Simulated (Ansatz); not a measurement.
I need a relaxed scan of one distance of CH3AgS, SMILES C[S][Ag]. Use the Ansatz DFT code, driven from Python. Use (for the species named): Hartree-Fock, def2-SVP basis, multiplicity 1.

```
atom    x (Å)    y (Å)    z (Å)
   C  -0.4282   0.4298  -0.3266
   S   0.3223  -1.0488   0.2375
  Ag   1.9930  -1.8188   1.4334
   H  -1.2830   0.2255  -0.9648
   H   0.2440   1.0589  -0.9600
   H  -0.8059   1.0894   0.5343
```

`ch3ags_relaxed_scan.py`
```python
'''Relaxed scan of one distance in CH3AgS.'''

import logging
import sys
import warnings

import ansatz
import numpy as np

logging.basicConfig(stream=sys.stdout, format='%(levelname)s %(message)s')
log = logging.getLogger('ch3ags')
log.setLevel(logging.INFO)

params = {
    'basis': 'def2-SVP',
    'xc': 'HF',
}


def main() -> None:
    warnings.simplefilter('ignore', ansatz.DeckWarning)

    geometry_ang = [
        ('C', [-0.4282, 0.4298, -0.3266]),
        ('S', [0.3223, -1.0488, 0.2375]),
        ('Ag', [1.993, -1.8188, 1.4334]),
        ('H', [-1.283, 0.2255, -0.9648]),
        ('H', [0.244, 1.0589, -0.96]),
        ('H', [-0.8059, 1.0894, 0.5343]),
    ]
    molecule = ansatz.Crystal.molecule()
    for symbol, xyz in geometry_ang:
        molecule = molecule.atom(symbol, xyz)

    job = (
        molecule.calculation()
        .basis(gaussian=params['basis'])
        .functional(params['xc'])
    )
    symbols = [site.symbol for site in molecule.cartesian_sites]
    pairs = [(0, 1), (0, 3), (0, 4), (0, 5), (1, 2)]
    print('held (A)   E (eV)        ', '  '.join(f'{symbols[i]}{i}-{symbols[j]}{j}' for i, j in pairs))
    for length in [1.0, 1.09, 1.17, 1.3, 1.47]:
        rep = job.relax(constraints=[ansatz.DistanceConstraint((0, 3), at=length)], force_tolerance=0.02, max_steps=60).run(threads=1).report
        xyz = np.array(rep['positions_ang'])
        print(f'{length:6.2f} {rep["free_energy_ev"]:14.5f}  ', '  '.join(f'{np.linalg.norm(xyz[i] - xyz[j]):.3f}' for i, j in pairs))


if __name__ == '__main__':
    main()
```

Output of `python ch3ags_relaxed_scan.py`:
```text
held (A)   E (eV)         C0-S1  C0-H3  C0-H4  C0-H5  S1-Ag2
  1.00   -15866.27053   1.833  1.000  1.089  1.089  2.422
  1.09   -15866.44494   1.830  1.090  1.089  1.089  2.423
  1.17   -15866.34614   1.827  1.170  1.089  1.089  2.424
  1.30   -15865.90438   1.819  1.300  1.088  1.088  2.426
  1.47   -15865.10405   1.807  1.470  1.087  1.087  2.428
```

What to keep in mind:
- Total energies depend on the basis set; only differences at equal settings carry meaning.
- The energies are electronic: no zero-point or thermal terms, and the basis set is short of its limit.
- def2 sets replace the cores of elements past krypton by effective core potentials.
- The script silences the warnings on its input, which a real study should read.
- Finished in 50 s on 1 thread of Arm Neoverse V2, on a shared host, peak memory 0.22 GiB.
